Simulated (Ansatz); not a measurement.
# Sn3Se: the cost of one run

All numbers are computed with the Python package of Ansatz 0.2.0. The levels of theory stand in the script.

## 1. Starting point

The structure is cubic, space group Pm-3m (No. 221). The conventional cell has a = 4.742 Å, b = 4.742 Å, c = 4.742 Å, α = 90.00°, β = 90.00°, γ = 90.00°. Sn (site symmetry 4/mmm) is surrounded by 8 Sn at 3.35 Å and 4 Se at 3.35 Å. Se (site symmetry m-3m) is surrounded by 12 Sn at 3.35 Å.

No structure file is read: the coordinates are typed or built in the script.

## 2. The code

File nc_paw.py:

```python
import ansatz as az
import numpy as np
from tabulate import tabulate

config = {
    "functional": "pbesol",
    "mesh": (5, 5, 5),
    "smearing": "Gaussian",
    "sigma": 0.15,
}


def count_gap(report):
    # lowest empty less highest filled band, counting bands; zero where they overlap
    return max(report.get("gap_by_band_count_ev") or 0.0, 0.0)

vectors = np.array([
    [4.741879, 0.0, 0.0],
    [0.0, 4.741879, 0.0],
    [0.0, 0.0, 4.741879],
])
xtal = (
    az.Lattice.of(vectors)
    .atom("Sn", (0.0, 0.5, 0.5))
    .atom("Sn", (0.5, 0.0, 0.5))
    .atom("Sn", (0.5, 0.5, 0.0))
    .atom("Se", (0.0, 0.0, 0.0))
)

base = (
    xtal.calculation()
    .functional(config["functional"])
    .kpoints(*config["mesh"], center="gamma")
    .occupations(config["smearing"], width=config["sigma"])
    .stress()
    .forces()
    .band_table()
)
variants = {
    "PAW": base.pseudopotentials("paw"),
    "norm-conserving": base.pseudopotentials("nc"),
}
rows = []
for label, variant in variants.items():
    summary = variant.run().report
    levels = np.array(summary["eigenvalues_ev"][0]) - summary["fermi_energy_ev"]
    print(label, "levels at the first k-point near E_F:", np.round(levels[np.abs(levels) < 5], 3))
    rows.append((label, summary["n_electrons"], np.trace(summary["stress_gpa"]) / 3, count_gap(summary)))
print(tabulate(rows, headers=["treatment", "electrons in bands", "P GPa", "gap by band count eV"], floatfmt=".4f", tablefmt="simple"))
```

## 3. The input behind the calls

The engine receives this input (first run):

```yaml
crystal:
  lattice:
    - [4.741879, 0.0, 0.0]
    - [0.0, 4.741879, 0.0]
    - [0.0, 0.0, 4.741879]
  atoms:
    - { symbol: Sn, position: [0.0, 0.5, 0.5] }
    - { symbol: Sn, position: [0.5, 0.0, 0.5] }
    - { symbol: Sn, position: [0.5, 0.5, 0.0] }
    - { symbol: Se, position: [0.0, 0.0, 0.0] }
kpoints:
  mp_grid:
    grid: [5, 5, 5]
    shift: [0.0, 0.0, 0.0]
hamiltonian:
  xc: pbesol
  pseudopotentials:
    kind: paw
scf:
  occupations:
    method: gaussian
    width: 0.15
output:
  forces: true
  stress: true
  eigenvalues: true
```

## 4. The run

Started as:

```console
$ python nc_paw.py
```

What time and memory should one allow on 1 thread of Arm Neoverse V1, shared host?

About 12 s, with a peak of 0.59 GiB.
